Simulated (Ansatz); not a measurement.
**Ga4AsN3: the band gap up the ladder of functionals**

One table from this session's results is given with a row withheld; the runs are named, their logs left out.

The runs shown are made with Ansatz 0.2.0. PAW datasets, plane waves. No spin polarisation and no zero-point or thermal motion; the cell was built from a prototype and may be hypothetical.

## The system as given

The cell was relaxed beforehand with r2SCAN.

The symmetry is R3m (No. 160, trigonal); a = 3.349 Å, c = 34.037 Å in the conventional setting, 13.78 Å³ an atom. Near N stand 4 Ga at 1.93–2.02 Å; near N stand 4 Ga at 1.95–2.02 Å; near N stand 4 Ga at 1.97–2.01 Å; near As stand 4 Ga at 2.31–2.48 Å; near Ga stand 4 N at 1.95–2.02 Å.

Structure file:

```cif
data_structure
_symmetry_space_group_name_H-M 'P 1'
_symmetry_Int_Tables_number 1
_cell_length_a 11.5094
_cell_length_b 11.5094
_cell_length_c 11.5094
_cell_angle_alpha 16.733
_cell_angle_beta 16.733
_cell_angle_gamma 16.733
_cell_volume 110.22
loop_
_atom_site_label
_atom_site_type_symbol
_atom_site_fract_x
_atom_site_fract_y
_atom_site_fract_z
_atom_site_occupancy
N1 N 0.00826 0.00826 0.00826 1
N2 N 0.74980 0.74980 0.74980 1
N3 N 0.49161 0.49161 0.49161 1
As1 As 0.24765 0.24765 0.24765 1
Ga1 Ga 0.69247 0.69247 0.69247 1
Ga2 Ga 0.43373 0.43373 0.43373 1
Ga3 Ga 0.17491 0.17491 0.17491 1
Ga4 Ga 0.95156 0.95156 0.95156 1
```

The first run:

input.yaml

```yaml
crystal:
  lattice:
    - [1.6746209928, 0.966842881, 11.3457777403]
    - [-1.6746209928, 0.966842881, 11.3457777403]
    - [0.0, -1.933685762, 11.3457777403]
  atoms:
    - { symbol: "N", position: [0.0082632798, 0.0082632798, 0.0082632798] }
    - { symbol: "N", position: [0.7498030294, 0.7498030294, 0.7498030294] }
    - { symbol: "N", position: [0.4916077305, 0.4916077305, 0.4916077305] }
    - { symbol: As, position: [0.2476464565, 0.2476464565, 0.2476464565] }
    - { symbol: Ga, position: [0.6924727607, 0.6924727607, 0.6924727607] }
    - { symbol: Ga, position: [0.4337328492, 0.4337328492, 0.4337328492] }
    - { symbol: Ga, position: [0.174912468, 0.174912468, 0.174912468] }
    - { symbol: Ga, position: [0.951561426, 0.951561426, 0.951561426] }
kpoints:
  mp_grid: { grid: [8, 8, 8] }
  band_path:
    path:
      - [[0.0, 0.0, 0.0], [-0.5, -0.5, -0.5], [-0.5, -0.1715078553038, -0.8284921446962]]
      - [[-0.1715078553038, 0.1715078553038, -0.5], [5.669607867673e-16, -1.044896459861e-16, -0.5], [0.0, 0.0, 0.0], [8.109064898841e-16, 0.3357539276519, -0.3357539276519]]
      - [[-0.3357539276519, -1.88419558088e-16, -0.6642460723481], [-0.5, -1.383002990507e-16, -0.5], [0.0, 0.0, 0.0]]
    npoints: 10
hamiltonian:
  xc: pbe
scf:
  occupations: { method: fermi_dirac, width: 0.02 }
  n_extra_bands: 6
output:
  forces: true
  stress: true
  eigenvalues: true
```

Launch:

```sh
$ ansatz run input.yaml --threads 4 --pin off --max-ram 6451MiB --backend cpu --events-out ev --progress --plain --runs-dir out
```

Among the steps run: Band structure with PBE; r2SCAN; Single point with HSE06; PBE+SOC at the same geometry.

One of the session's tables, all rows but one given; the rest of the session is left out.

| level | gap (eV) |
| --- | --- |
| PBE | -0.57 |
| r2SCAN | ? |
| HSE06 | -0.69 |
| PBE+SOC | -0.54 |

Estimate the missing values for r2SCAN.

As computed: gap (eV): -0.52. In the column «gap (eV)» it is the highest.

Meshes: PBE 8×8×8, r2SCAN 8×8×8, HSE06 6×6×6, PBE+SOC 8×8×8

In words: No level opens a gap.

To keep in mind: Warnings in the runs' records: stress scf threshold loose, stress exchange threshold loose, filled band counts differ across k points.
